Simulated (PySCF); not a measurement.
# C11H2F8O2: the cost of one run

Computed with PySCF 2.14.0, with density-fitted response routines of our own, on a single molecule in the gas phase. Atoms are numbered from 0 throughout.

## 1. The starting structure

23 atoms, charge 0, multiplicity 1; geometry from: GFN2-xTB.

Bonds of the start (Å): O0–C1 1.19, C1–O2 1.35, O2–C3 1.42, C3–C4 1.50, C4–C5 1.38, C5–F6 1.33, C5–C7 1.40, C7–F8 1.33, C7–C9 1.40, C9–F10 1.33, C9–C11 1.40, C11–F12 1.33, C11–C13 1.39, C13–C14 1.50, C14–C15 1.54, C15–F16 1.35, C15–F17 1.35, C15–C18 1.56, C18–F19 1.34, C18–F20 1.35, C14–C1 1.55, C18–C3 1.55, C13–C4 1.39, C3–H21 1.09, C14–H22 1.09.

## 2. Optimising the geometry at PBE0-D3(BJ)/def2-SVP

What the job is given:

```
{"job": {"xc": "PBE0", "basis": "def2-SVP", "d3": "d3bj", "grid": 1, "kind": "geom"}, "charge": 0, "multiplicity": 1}
O     -2.147640    -2.237610    -1.738710
C     -1.676100    -1.284320    -1.215840
O     -1.611570    -0.077840    -1.807010
C     -0.984360     0.947590    -1.056380
C      0.380700     0.492200    -0.621570
C      1.586390     1.134140    -0.842590
F      1.625760     2.292310    -1.494650
C      2.764290     0.549130    -0.375830
F      3.932850     1.147640    -0.578230
C      2.719930    -0.669820     0.301280
F      3.847030    -1.217550     0.740450
C      1.499580    -1.311950     0.516500
F      1.460410    -2.473730     1.161800
C      0.332650    -0.724280     0.055850
C     -1.057140    -1.262620     0.200160
C     -1.870800    -0.220270     0.992310
F     -3.148560    -0.617690     1.134930
F     -1.371210    -0.088050     2.240700
C     -1.806770     1.150680     0.242250
F     -3.041830     1.597800    -0.041900
F     -1.220940     2.088400     1.016160
H     -0.989530     1.849840    -1.671690
H     -1.112910    -2.243010     0.675160
```

Q: Estimate the wall time of this first job on 8 threads of Intel Xeon Platinum 8488C (Sapphire Rapids), shared host.

About 5.9 min.
